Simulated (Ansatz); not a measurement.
**TiAl: a strain scan**

Aim: for TiAl, strain the cell along the Voigt pattern (1, 0, 0, 0, 0, 0).

Method: DFT r2SCAN, scalar-relativistic, plane waves, PAW, in Ansatz 0.2.0.

### 1 The structure to begin with

It takes space group Pm-3m (No. 221, cubic). The conventional cell has a = 3.179 Å, b = 3.179 Å, c = 3.179 Å, α = 90.00°, β = 90.00°, γ = 90.00°. Around Ti (site symmetry m-3m) lie 8 Al at 2.75 Å. Around Al (site symmetry m-3m) lie 8 Ti at 2.75 Å.

Coordinates:

```cif
data_structure
_symmetry_space_group_name_H-M 'P 1'
_symmetry_Int_Tables_number 1
_cell_length_a 3.1791
_cell_length_b 3.1791
_cell_length_c 3.1791
_cell_angle_alpha 90.000
_cell_angle_beta 90.000
_cell_angle_gamma 90.000
_cell_volume 32.13
loop_
_atom_site_label
_atom_site_type_symbol
_atom_site_fract_x
_atom_site_fract_y
_atom_site_fract_z
_atom_site_occupancy
Ti1 Ti 0.00000 0.00000 0.00000 1
Al1 Al 0.50000 0.50000 0.50000 1
```

It goes back to a database entry, which need not be the stable form.

The cell is taken as given, not relaxed at this level.

### 2 Zero of the scan

File input.yaml:

```yaml
crystal:
  lattice:
    - [3.179064, 0.0, 0.0]
    - [0.0, 3.179064, 0.0]
    - [0.0, 0.0, 3.179064]
  atoms:
    - { symbol: Ti, position: [0.0, 0.0, 0.0] }
    - { symbol: Al, position: [0.5, 0.5, 0.5] }
basis:
  ecutwfc: 500
kpoints:
  mp_grid: { grid: [16, 16, 16] }
hamiltonian:
  xc: r2scan
scf:
  occupations: { method: gaussian, width: 0.15 }
output:
  forces: true
  stress: true
  eigenvalues: true
```

### 3 The scan: a strain scan

The cell is strained by ε times the Voigt pattern (1, 0, 0, 0, 0, 0) (xx, yy, zz, yz, xz, xy; engineering shear), with fractional coordinates fixed (clamped ions). The stress on the pattern is the sum of the stress components weighted by it, tension positive.

### 4 Point ε = -0.1000

Edit input.yaml of step 2 so:

```diff
@@ -2,3 +2,3 @@
   lattice:
-    - [3.179064, 0.0, 0.0]
+    - [2.8611576, 0.0, 0.0]
     - [0.0, 3.179064, 0.0]
```

### 5 ε = 0.0750

Edit input.yaml of step 4 so:

```diff
@@ -2,3 +2,3 @@
   lattice:
-    - [2.8611576, 0.0, 0.0]
+    - [3.4174938, 0.0, 0.0]
     - [0.0, 3.179064, 0.0]
```

### 6 Point ε = -0.0500

Edit input.yaml of step 5 so:

```diff
@@ -2,3 +2,3 @@
   lattice:
-    - [3.4174938, 0.0, 0.0]
+    - [3.0201108, 0.0, 0.0]
     - [0.0, 3.179064, 0.0]
```

### 7 At ε = 0.0250

Edit input.yaml of step 6 so:

```diff
@@ -2,3 +2,3 @@
   lattice:
-    - [3.0201108, 0.0, 0.0]
+    - [3.2585406, 0.0, 0.0]
     - [0.0, 3.179064, 0.0]
```

(Steps that only read results are left out.)

Before running it: what results should come out? Wanted: slope of the stress at ε = 0, from the points at -0.0500, 0 and 0.0250.

As calculated:

```
                                                              quantity   value
slope of the stress at ε = 0, from the points at -0.0500, 0 and 0.0250  98 GPa
```

What this shows: The slope of the stress at zero strain, 98 GPa, estimates C11 with clamped ions in this Cartesian frame; letting the atoms relax could not make it stiffer. The step is wide, so higher orders mix in. No sampled point lies below the undisturbed cell.
